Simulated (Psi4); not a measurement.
# B2O2 (diboron dioxide): B3LYP/def2-TZVPD (density fitting with cc-pvdz-jkfit, sweep point 2)

We compute a structure relaxation of B2O2 (diboron dioxide). 

Program for the calculation: Psi4 1.11.

## Step 1: The structure to begin with

B2O2 has 4 atoms, charge 0, and is taken as a singlet. SMILES: `O=BB=O`. Geometry: a GFN2-xTB relaxation, a rough one for these elements and not checked as a minimum. The run starts from this shape.

Bond lengths: O1–B2 1.188 Å, B2–B3 1.619 Å, B3–O4 1.188 Å. Angles: O1–B2–B3 179.4°, B2–B3–O4 179.6°.

## Step 2: A structure relaxation at B3LYP/def2-TZVPD (density fitting with cc-pvdz-jkfit, sweep point 2)

calc.inp

```
memory 1600 mb

molecule {
  0 1
  O     -0.733460     0.451810     1.802120
  B     -0.300580     0.189000     0.727450
  B      0.295060    -0.182970    -0.731290
  O      0.738970    -0.457840    -1.798280
  symmetry c1
}

set {
  puream true
  scf_type df
  dft_radial_points 99
  dft_spherical_points 590
  df_basis_scf cc-pvdz-jkfit
  g_convergence gau_tight
  geom_maxiter 50
}

optimize('b3lyp/def2-TZVPD')
```

Launch:

```
$ psi4 -n 1 calc.inp calc.out
```

Q: Predict the results. Wanted: total energy at the end; dipole moment; HOMO energy; LUMO energy; HOMO–LUMO gap.

Answer, from the run:

Level: B3LYP/def2-TZVPD (density fitting with cc-pvdz-jkfit, sweep point 2).

| quantity | value |
| --- | --- |
| total energy at the end | -200.32631 Eh |
| dipole moment | 0.00 D |
| HOMO energy | -10.71 eV |
| LUMO energy | -2.71 eV |
| HOMO–LUMO gap | 8.00 eV |

At the final geometry: Bond lengths: O1–B2 1.198 Å, B2–B3 1.637 Å, B3–O4 1.198 Å. Angles: O1–B2–B3 180.0°, B2–B3–O4 180.0°. The optimisation took 7 steps and changed the energy by -0.014 eV.
